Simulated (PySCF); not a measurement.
# The bond of SiBr+, level by level

One table from this session's results is given with a row withheld; the runs are named, their logs left out.

The runs use PySCF 2.14.0; Si def2-TZVPPD, Br def2-TZVPPD, no relativity.

The first run:

Settings of the job:

```yaml
atoms: Si, Br
charge: 1
basis: Si def2-TZVPPD, Br def2-TZVPPD
Hamiltonian: no relativity
basis_functions: 105
electrons_treated: 48
masses_in_u: 27.9769, 78.9183
levels: PBE0, PBE, r²SCAN, BLYP, M06-L, BHandHLYP, LDA, TPSS, LC-ωPBE, HF, MP2, SCS-MP2, CCSD, CCSD(T)
grid: 80 radial by 434 angular points
occupations: held fixed by the projection of orbital angular momentum
dissociation_limit: Si+ + Br, each in its ground configuration
starting_distance_in_angstrom: 2.330
values_of_2S_to_try: 0, 2
```

Command:

```console
OMP_NUM_THREADS=2 python dia.py task.json out
```

Among the steps run: The job; PBE0 along the bond; Higher solutions at PBE0; PBE (GGA); r²SCAN (meta-GGA); BLYP (GGA); M06-L (meta-GGA); BHandHLYP (global hybrid GGA); LDA (local density); TPSS; LC-ωPBE; RHF (mean field); MP2 and coupled cluster.

One of the session's tables, all rows but one given; the rest of the session is left out.

It belongs to the step «The curves together». Energy (eV) from each level's lowest point:

| R (Å) | RHF | RHF-MP2 | RHF-SCS-MP2 | RHF-CCSD | RHF-CCSD(T) |
| --- | --- | --- | --- | --- | --- |
| 1.818 | 1.429 | 1.422 | 1.439 | n/a | n/a |
| 1.903 | 0.616 | 0.613 | 0.624 | 0.620 | 0.651 |
| 1.987 | ? | ? | ? | ? | ? |
| 2.051 | 0.032 | 0.031 | 0.035 | 0.034 | 0.044 |
| 2.114 | 0.000 | 0.000 | 0.000 | 0.000 | 0.000 |
| 2.177 | 0.056 | 0.056 | 0.053 | 0.054 | 0.043 |
| 2.262 | 0.233 | 0.233 | 0.224 | 0.225 | 0.200 |
| 2.368 | 0.563 | 0.564 | 0.549 | 0.548 | 0.504 |
| 2.494 | 1.055 | 1.057 | 1.031 | 1.026 | 0.958 |
| 2.664 | 1.780 | 1.786 | 1.742 | n/a | n/a |

**Question.** Estimate the row for R (Å) = 1.987.

Worked estimate for «RHF». A straight line through the neighbours (1.903, 0.616) and (2.051, 0.032) gives 0.616 + (0.032 − 0.616) × (1.987 − 1.903) / (2.051 − 1.903) = 0.285; a parabola fitted to 4 rows on both sides gives 0.166.

**Answer.** RHF: 0.179; RHF-MP2: 0.178; RHF-SCS-MP2: 0.185; RHF-CCSD: 0.183; RHF-CCSD(T): 0.201. In «RHF» the line misses by +0.106 and the parabola by -0.013.
